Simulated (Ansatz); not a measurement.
**AlFH₃Sb: a ladder of functionals and wavefunction methods**

One table from this session's results is given with a row withheld; the runs are named, their logs left out.

Program: Ansatz 0.2.0, Gaussian basis. Level of theory: functionals in def2-TZVPP, the program's frozen cores in correlated methods. These are calculated values, not measurements.

The runs, in order: LDA (SPW92), PBE-D4, revPBE-D4, BLYP-D4, r2SCAN-D4, B97M-V, PBE0-D4, B3LYP-D4, r2SCANh-D4, r2SCAN0-D4, HSE06-D4, BHLYP-D4, CAM-B3LYP-D4, LC-ωPBE, ωB97X-V, ωB97M-V, B2PLYP, PBE-QIDH; CCSD(T)/def2-SVP; CCSD(T)/def2-TZVPP; MP2/def2-QZVPP; extrapolation to the limit; RPA on PBE.

## The relaxed structure

An earlier PBE0-D4 in a triple-zeta def2 set relaxation fixed the geometry. Sb takes the def2 core potential; no spin-orbit term is included.

SMILES `[F][SbH][AlH2]`, 6 atoms, charge 0, spin multiplicity 1.

Atoms are counted from 1 here; the program's logs count them from 0.

Bond lengths: F1–Sb2 1.936 Å, Sb2–Al3 2.679 Å, Sb2–H4 1.724 Å, Al3–H5 1.590 Å, Al3–H6 1.584 Å. Angles: F1–Sb2–Al3 94.4°, F1–Sb2–H4 94.2°, Al3–Sb2–H4 84.3°, Sb2–Al3–H5 117.5°, Sb2–Al3–H6 121.3°, H5–Al3–H6 121.3°.

Set-up of the first run:

File in.yaml:

```yaml
crystal:
  periodic: [false, false, false]
  atoms:
    - {symbol: F, position_ang: [-1.228610, -1.618287, 1.301369]}
    - {symbol: Sb, position_ang: [0.135751, -1.658552, -0.071083]}
    - {symbol: Al, position_ang: [0.593825, 0.979434, 0.018682]}
    - {symbol: H, position_ang: [-0.953218, -1.251839, -1.343845]}
    - {symbol: H, position_ang: [1.479200, 1.610393, -1.141743]}
    - {symbol: H, position_ang: [0.015151, 1.874752, 1.190520]}
basis:
  gaussian: {orbitals: def2-TZVPP}
hamiltonian: {xc: lda}
output: {orbitals: {seedname: orbitals}}
```

Launch:

```console
$ ansatz run in.yaml --threads 2 --pin off --events-out ev --progress --plain --max-ram 4352MiB
```

Among the steps run: LDA; PBE-D4 (GGA); revPBE-D4 (GGA); BLYP-D4 (GGA); r2SCAN-D4 (meta-GGA); B97M-V (meta-GGA); PBE0-D4 (hybrid); B3LYP-D4 (hybrid); r2SCANh-D4 (hybrid); r2SCAN0-D4 (hybrid); HSE06-D4 (hybrid); BHLYP-D4 (hybrid); CAM-B3LYP-D4 (range-separated); LC-ωPBE (range-separated); ωB97X-V (range-separated); ωB97M-V (range-separated); B2PLYP (double hybrid); PBE-QIDH (double hybrid).

One of the session's tables, all rows but one given; the rest of the session is left out.

It belongs to the step «Frontier levels by functional». 

| functional | HOMO (eV) | LUMO (eV) | gap (eV) |
| --- | --- | --- | --- |
| LDA (SPW92) | -6.03 | -3.05 | 2.98 |
| PBE-D4 | -5.89 | -2.81 | 3.07 |
| revPBE-D4 | -5.84 | -2.71 | 3.13 |
| BLYP-D4 | -5.74 | -2.68 | 3.06 |
| r2SCAN-D4 | ? | ? | ? |
| B97M-V | -6.16 | -2.71 | 3.44 |
| PBE0-D4 | -6.90 | -2.08 | 4.83 |
| B3LYP-D4 | -6.71 | -2.25 | 4.46 |
| r2SCANh-D4 | -6.50 | -2.30 | 4.20 |
| r2SCAN0-D4 | -7.06 | -1.93 | 5.13 |
| HSE06-D4 | -6.52 | -2.44 | 4.08 |
| BHLYP-D4 | -7.78 | -1.30 | 6.48 |
| CAM-B3LYP-D4 | -8.08 | -1.13 | 6.95 |
| LC-ωPBE | -9.29 | -0.08 | 9.21 |
| ωB97X-V | -9.00 | -0.17 | 8.82 |
| ωB97M-V | -8.83 | -0.43 | 8.39 |

**Question.** Estimate the row for r2SCAN-D4.

Worked estimate for «HOMO (eV)». Against the share of exact exchange, r2SCANh-D4 (0.1, -6.50), r2SCAN0-D4 (0.25, -7.06) give a slope of -3.73 per unit share; at 0 the line stands at -6.13.

As computed: HOMO (eV): -6.13; LUMO (eV): -2.55; gap (eV): 3.58. In «HOMO (eV)» the line misses by 0.00.
